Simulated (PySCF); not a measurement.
# The bond of BeH, level by level

An exercise on one series of results from a longer session: the logs are not shown, and one member is left open.

Method: Be 6-31G(d,p), H 6-31G(d,p), no relativity; program: PySCF 2.14.0.

Set-up of the first run:

Settings of the job:

* atoms: Be, H
* charge: 0
* basis: Be 6-31G(d,p), H 6-31G(d,p)
* Hamiltonian: no relativity
* basis functions: 19
* electrons treated: 5
* masses in u: 9.0122, 1.0078
* levels: PBE0, PBE, r²SCAN, PBEsol, revPBE, MN15, ωB97X, HF, MP2, SCS-MP2, CCSD, CCSD(T)
* grid: 80 radial by 434 angular points
* occupations: held fixed by the projection of orbital angular momentum
* dissociation limit: Be + H, each in its ground configuration
* starting distance in angstrom: 1.280
* values of 2S to try: 1, 3

The run is started by

```
OMP_NUM_THREADS=1 python dia.py task.json out
```

Among the steps run: Input; PBE0 along the bond; Other states along the same grid; PBE; r²SCAN; PBEsol (GGA); revPBE; MN15 (hybrid meta-GGA); ωB97X; UHF; Adding correlation.

One table of the session follows, with a row left open; its other results are not shown here.

It belongs to the step «The curves together». Energy (eV) from each level's lowest point:

| R (Å) | UHF | UHF-MP2 | UHF-SCS-MP2 | UHF-CCSD | UHF-CCSD(T) |
| --- | --- | --- | --- | --- | --- |
| 1.166 | 0.323 | 0.300 | 0.298 | n/a | n/a |
| 1.220 | 0.146 | 0.130 | 0.129 | 0.135 | 0.137 |
| 1.275 | 0.043 | 0.035 | 0.034 | 0.039 | 0.040 |
| 1.315 | 0.007 | 0.003 | 0.003 | 0.006 | 0.006 |
| 1.356 | 0.000 | 0.000 | 0.000 | 0.000 | 0.000 |
| 1.397 | 0.017 | 0.021 | 0.021 | 0.018 | 0.017 |
| 1.451 | ? | ? | ? | ? | ? |
| 1.519 | 0.179 | 0.192 | 0.192 | 0.174 | 0.172 |
| 1.600 | 0.350 | 0.368 | 0.368 | 0.335 | 0.332 |
| 1.709 | 0.624 | 0.649 | 0.649 | n/a | n/a |

Q: Estimate the row for R (Å) = 1.451 from the others.

Worked estimate for «UHF». A straight line through the neighbours (1.397, 0.017) and (1.519, 0.179) gives 0.017 + (0.179 − 0.017) × (1.451 − 1.397) / (1.519 − 1.397) = 0.089; a parabola fitted to 4 rows on both sides gives 0.074.

The run gave: UHF: 0.071; UHF-MP2: 0.079; UHF-SCS-MP2: 0.080; UHF-CCSD: 0.071; UHF-CCSD(T): 0.070. In «UHF» the line misses by +0.018 and the parabola by +0.003.
